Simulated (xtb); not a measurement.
# One shape, several levels: doublet C3H8Ge+

Aim: a comparison of 3 runs (GFN2-xTB, GFN0-xTB, GFN1-xTB) of doublet C3H8Ge+. 

The results are computed with xtb 6.7.1.

7 further runs of the same task are left out: 7 set aside as unsound or not needed.

**1. Starting point**

C3H8Ge+: 12 atoms, total charge +1, spin state doublet. As SMILES of the parent species, `[H][Ge]([H])([CH3])[CH]=C`. Geometry: a GFN2-xTB relaxation, a rough one for these elements and not checked as a minimum. That shape belongs to the parent species and isn't relaxed for this state.

Bond lengths: Ge1–C4 1.970 Å, Ge1–C8 1.951 Å, C8–C9 1.322 Å, Ge1–H2 1.504 Å, Ge1–H3 1.507 Å, C4–H5 1.086 Å, C4–H6 1.087 Å, C4–H7 1.087 Å, C8–H10 1.084 Å, C9–H11 1.079 Å, C9–H12 1.080 Å. Some angles: C4–Ge1–C8 111.6°, Ge1–C8–C9 124.4°, Ge1–C4–H5 110.9°, Ge1–C4–H6 110.6°, Ge1–C4–H7 110.7°, H2–Ge1–C4 110.6°, H2–Ge1–C8 109.2°, H3–Ge1–C4 109.1°, H3–Ge1–C8 109.3°, Ge1–C8–H10 116.7°.

**2. Energy and gradient at GFN2-xTB (run 1)**

xtb.inp reads:

```
$chrg 1
$spin 1
$end
```

struc.xyz reads:

```xyz
12
GeH2Me(vinyl)
Ge     0.78397     0.31253     0.31679
H      0.71686     0.30860     1.81938
H      2.24182     0.24214    -0.05663
C      0.01158     1.97421    -0.40579
H      0.56487     2.84234    -0.05929
H     -1.02362     2.08178    -0.09225
H      0.03611     1.96794    -1.49277
C     -0.13603    -1.26548    -0.36948
C     -0.84249    -2.10060     0.37359
H     -0.06115    -1.44727    -1.43581
H     -0.94263    -1.95397     1.43818
H     -1.34930    -2.96222    -0.03593
```

The run is started by

```console
$ xtb struc.xyz --grad --gfn2 --input xtb.inp > struc.out 2> xtb.err
```

The log of the run:

```text
* xtb version 6.7.1
[...]
          :  # basis functions                  30          :
[...]
          :  # electrons                        23          :
[...]
          :  Hamiltonian                  GFN2-xTB          :
[...]
          :  net charge                          1          :
          :  unpaired electrons                  1          :
[...]
   *** convergence criteria satisfied after 21 iterations ***
[...]
         ::                     SUMMARY                     ::
         :::::::::::::::::::::::::::::::::::::::::::::::::::::
         :: total energy             -11.857569097852 Eh    ::
         :: gradient norm              0.055004071541 Eh/a0 ::
         :: HOMO-LUMO gap              4.654426505544 eV    ::
         ::.................................................::
         :: SCC energy               -12.041816641146 Eh    ::
         :: -> isotropic ES            0.084227412214 Eh    ::
         :: -> anisotropic ES         -0.012118222104 Eh    ::
         :: -> anisotropic XC          0.011190304965 Eh    ::
         :: -> dispersion             -0.004876635256 Eh    ::
         :: repulsion energy           0.184247543294 Eh    ::
         :: add. restraining           0.000000000000 Eh    ::
         :: total charge               1.000000000000 e     ::
         :::::::::::::::::::::::::::::::::::::::::::::::::::::
[...]
        12        1.2991           -0.6124490             -16.6656 (HOMO)
        13                         -0.4414020             -12.0112 (LUMO)
[...]
     #   Z          covCN         q      C6AA      α(0)
     1  32 Ge       3.672     0.176   168.367    23.304
     2   1 H        0.937     0.065     2.137     2.285
     3   1 H        0.936     0.095     1.825     2.112
     4   6 C        3.662    -0.133    23.366     6.935
     5   1 H        0.925     0.135     1.494     1.911
     6   1 H        0.925     0.121     1.607     1.983
     7   1 H        0.925     0.120     1.617     1.989
     8   6 C        2.796    -0.017    28.418     8.733
     9   6 C        2.854    -0.047    29.169     8.852
    10   1 H        0.925     0.154     1.367     1.828
    11   1 H        0.926     0.155     1.357     1.822
    12   1 H        0.926     0.177     1.225     1.731
[...]
     #   Z sym  total        # sym  WBO       # sym  WBO       # sym  WBO
 ---------------------------------------------------------------------------
     1  32 Ge   3.370 --     4 C    0.856     2 H    0.806     3 H    0.749
                             8 C    0.719
     2   1 H    0.970 --     1 Ge   0.806
     3   1 H    0.892 --     1 Ge   0.749
     4   6 C    3.794 --     7 H    0.939     6 H    0.932     5 H    0.913
                             1 Ge   0.856
     5   1 H    0.968 --     4 C    0.913
     6   1 H    0.972 --     4 C    0.932
     7   1 H    0.981 --     4 C    0.939
     8   6 C    3.763 --     9 C    2.011    10 H    0.885     1 Ge   0.719
     9   6 C    3.876 --     8 C    2.011    11 H    0.897    12 H    0.859
    10   1 H    0.943 --     8 C    0.885
    11   1 H    0.948 --     9 C    0.897
[...]
molecular dipole:
                 x           y           z       tot (Debye)
 q only:        0.004      -0.418       0.019
   full:       -0.100      -0.504      -0.105       1.332
molecular quadrupole (traceless):
[...]
          | TOTAL ENERGY              -11.857569097852 Eh   |
          | GRADIENT NORM               0.055004071541 Eh/α |
          | HOMO-LUMO GAP               4.654426505544 eV   |
           -------------------------------------------------
[...]
```

Standard error:

```text
normal termination of xtb
```

It took 0.072 s on 1 thread of Intel Xeon Platinum 8175M at 2.50GHz (Skylake/Cascade Lake), shared host.

**3. Energy and forces at GFN0-xTB (run 2)**

xcontrol reads:

```
$chrg 1
$spin 1
$end
```

geom.xyz reads:

```xyz
12
C3H8Ge
Ge     0.78397000     0.31253000     0.31679000
H      0.71686000     0.30860000     1.81938000
H      2.24182000     0.24214000    -0.05663000
C      0.01158000     1.97421000    -0.40579000
H      0.56487000     2.84234000    -0.05929000
H     -1.02362000     2.08178000    -0.09225000
H      0.03611000     1.96794000    -1.49277000
C     -0.13603000    -1.26548000    -0.36948000
C     -0.84249000    -2.10060000     0.37359000
H     -0.06115000    -1.44727000    -1.43581000
H     -0.94263000    -1.95397000     1.43818000
H     -1.34930000    -2.96222000    -0.03593000
```

The run is started by

```console
$ xtb geom.xyz -I xcontrol --grad --gfn 0 | tee out.txt
```

The log of the run, shortened:

```text
* xtb version 6.7.1
[...]
          :  # basis functions                  38          :
[...]
          :  # electrons                        23          :
[...]
 Zeroth order Hamiltonian       ...        0 min,  0.001 sec (  8.847%)
[...]
         ::                     SUMMARY                     ::
         :::::::::::::::::::::::::::::::::::::::::::::::::::::
         :: total energy             -11.069348620369 Eh    ::
         :: gradient norm              0.033595423339 Eh/a0 ::
         :: HOMO-LUMO gap              4.768003798704 eV    ::
         ::.................................................::
         :: H0 energy                -12.508965178805 Eh    ::
         :: repulsion energy           0.203726523148 Eh    ::
         :: electrostat energy         1.238135782441 Eh    ::
         :: -> Gsolv                   0.000000000000 Eh    ::
         ::    -> Gsasa                0.000000000000 Eh    ::
         ::    -> Gshift               0.000000000000 Eh    ::
         :: dispersion energy         -0.002245747154 Eh    ::
         :: short-range corr.          0.000000000000 Eh    ::
         :: add. restraining           0.000000000000 Eh    ::
         :: total charge               1.000000000000 e     ::
         :::::::::::::::::::::::::::::::::::::::::::::::::::::
[...]
        12        1.0182           -0.4444003             -12.0927 (HOMO)
        13                         -0.2691794              -7.3247 (LUMO)
[...]
          | TOTAL ENERGY              -11.069348620369 Eh   |
          | GRADIENT NORM               0.033595423339 Eh/α |
          | HOMO-LUMO GAP               4.768003798704 eV   |
           -------------------------------------------------
[...]
```

Standard error:

```text
normal termination of xtb
```

Wall time 0.064 s (1 thread of Intel Xeon Platinum 8175M at 2.50GHz (Skylake/Cascade Lake), shared host).

**4. Energy and forces at GFN1-xTB (run 3)**

xtb.inp is that of step 2.

start.xyz reads:

```xyz
12
GeH2Me(vinyl)
Ge     0.783970     0.312530     0.316790
H      0.716860     0.308600     1.819380
H      2.241820     0.242140    -0.056630
C      0.011580     1.974210    -0.405790
H      0.564870     2.842340    -0.059290
H     -1.023620     2.081780    -0.092250
H      0.036110     1.967940    -1.492770
C     -0.136030    -1.265480    -0.369480
C     -0.842490    -2.100600     0.373590
H     -0.061150    -1.447270    -1.435810
H     -0.942630    -1.953970     1.438180
H     -1.349300    -2.962220    -0.035930
```

The run is started by

```console
$ xtb --grad -I xtb.inp --gfn 1 --json --parallel 1 -- start.xyz > run.log 2> xtb.err
```

The log of the run:

```text
* xtb version 6.7.1
[...]
          :  # basis functions                  38          :
[...]
          :  # electrons                        23          :
[...]
          :  Hamiltonian                  GFN1-xTB          :
[...]
          :  net charge                          1          :
          :  unpaired electrons                  1          :
[...]
   *** convergence criteria satisfied after 18 iterations ***
[...]
         ::                     SUMMARY                     ::
         :::::::::::::::::::::::::::::::::::::::::::::::::::::
         :: total energy             -11.730291360542 Eh    ::
         :: gradient norm              0.044951148784 Eh/a0 ::
         :: HOMO-LUMO gap              4.662467403988 eV    ::
         ::.................................................::
         :: SCC energy               -11.910609762264 Eh    ::
         :: -> electrostatic           0.111318142484 Eh    ::
         :: repulsion energy           0.183959581299 Eh    ::
         :: dispersion energy         -0.003641179578 Eh    ::
         :: halogen bond corr.         0.000000000000 Eh    ::
         :: add. restraining           0.000000000000 Eh    ::
         :: total charge               1.000000000003 e     ::
         :::::::::::::::::::::::::::::::::::::::::::::::::::::
[...]
        12        1.2162           -0.6415739             -17.4581 (HOMO)
        13                         -0.4702313             -12.7956 (LUMO)
[...]
     #   Z sym  total        # sym  WBO       # sym  WBO       # sym  WBO
 ---------------------------------------------------------------------------
     1  32 Ge   3.674 --     2 H    0.879     4 C    0.848     3 H    0.847
                             8 C    0.765     9 C    0.125
     2   1 H    0.973 --     1 Ge   0.879
     3   1 H    0.937 --     1 Ge   0.847
     4   6 C    3.767 --     6 H    0.930     7 H    0.928     5 H    0.922
                             1 Ge   0.848
     5   1 H    0.979 --     4 C    0.922
     6   1 H    0.985 --     4 C    0.930
     7   1 H    0.986 --     4 C    0.928
     8   6 C    3.749 --     9 C    1.942    10 H    0.915     1 Ge   0.765
     9   6 C    3.923 --     8 C    1.942    11 H    0.930    12 H    0.895
                             1 Ge   0.125
    10   1 H    0.971 --     8 C    0.915
[...]
          | TOTAL ENERGY              -11.730291360542 Eh   |
          | GRADIENT NORM               0.044951148784 Eh/α |
          | HOMO-LUMO GAP               4.662467403988 eV   |
           -------------------------------------------------
[...]
```

Standard error:

```text
normal termination of xtb
```

Run time: 0.08 s. Hardware: 1 thread of Intel Xeon Platinum 8175M at 2.50GHz (Skylake/Cascade Lake), shared host.

**5. All runs side by side**

```csv
run,level,energy (Eh),HOMO energy (eV),LUMO energy (eV),dispersion energy (kJ/mol),wall time
1,GFN2-xTB,-11.857569,-16.67,-12.01,-12.80,0.072 s
2,GFN0-xTB,-11.069349,-12.09,-7.32,-5.90,0.064 s
3,GFN1-xTB,-11.730291,-17.46,-12.80,-9.56,0.08 s
```

**6. Results**

| quantity | value |
| --- | --- |
| run 3: total energy | -11.73029 Eh |
| run 3: HOMO energy (partly filled) | -17.46 eV |
| run 3: LUMO energy | -12.80 eV |
| run 3: dispersion energy | -9.56 kJ/mol |
| run 3: largest force on an atom | 1.336 eV/Å |

In words: Force-field and semi-empirical energies have zeros of their own, so their totals don't compare. All runs together took 0.22 s, the longest 0.08 s.
